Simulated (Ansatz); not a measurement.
## C2ClFSe, SMILES FC1=C(Cl)[Se]1: vertical spin-state energies

Run with Ansatz 0.2.0, Python API.

The script, `spin_c2clfse.py`:
```python
"""Vertical spin-state energies of C2ClFSe."""

import ansatz as az

BASIS = "def2-SVP"
FUNCTIONAL = "hf"

geometry_ang = [
    ("F", [1.1987, -1.0238, 1.4205]),
    ("C", [0.5572, -0.1193, 0.541]),
    ("C", [-0.5107, 0.0985, -0.4732]),
    ("Cl", [-1.7415, -0.5787, -1.3652]),
    ("Se", [0.5462, 1.5496, -0.1645]),
]
geometry = az.Crystal.molecule()
for symbol, xyz in geometry_ang:
    geometry = geometry.atom(symbol, xyz)

setup = (
    geometry.calculation()
    .basis(gaussian=BASIS)
    .functional(FUNCTIONAL)
)
found = {}
for unpaired in [0, 2]:
    r = setup.spin("collinear", total=unpaired).run(threads=1).report
    s = unpaired / 2
    found[unpaired] = r["free_energy_ev"]
    print(f"2S+1 = {unpaired + 1}: E = {found[unpaired]:.5f} eV, <S^2> = {abs(r['mean_field']['state']['spin_squared']):.3f} (pure state {s * (s + 1):.2f})")
lowest = min(found, key=found.get)
for unpaired, e in found.items():
    print(f"multiplicity {unpaired + 1}: {96.485332 * (e - found[lowest]):.1f} kJ/mol above the lowest")
```

Output of `python spin_c2clfse.py`:
```text
2S+1 = 1: E = -82551.95235 eV, <S^2> = 0.752 (pure state 0.00)
2S+1 = 3: E = -82551.13575 eV, <S^2> = 2.059 (pure state 2.00)
multiplicity 1: 0.0 kJ/mol above the lowest
multiplicity 3: 78.8 kJ/mol above the lowest
```

In order: multiplicity 1 (+0.00 eV) and multiplicity 3 (+0.82 eV), all at the one geometry.

Caveats:
- Total energies depend on the basis set; only differences at equal settings carry meaning.
- The geometry is a force-field or estimated start, not a minimum of this method, and the basis set is short of its limit. All parts are taken at fixed geometry, without zero-point energy.
- The expectation value of S² is noticeably off S(S+1) in at least one run, so that state is spin-contaminated.
- Hartree-Fock leaves correlation out, so it favours high-spin states too much.
- Hardware and time: 13 s on 1 thread of Arm Neoverse V1, with other jobs on the host, peak memory 0.32 GiB.
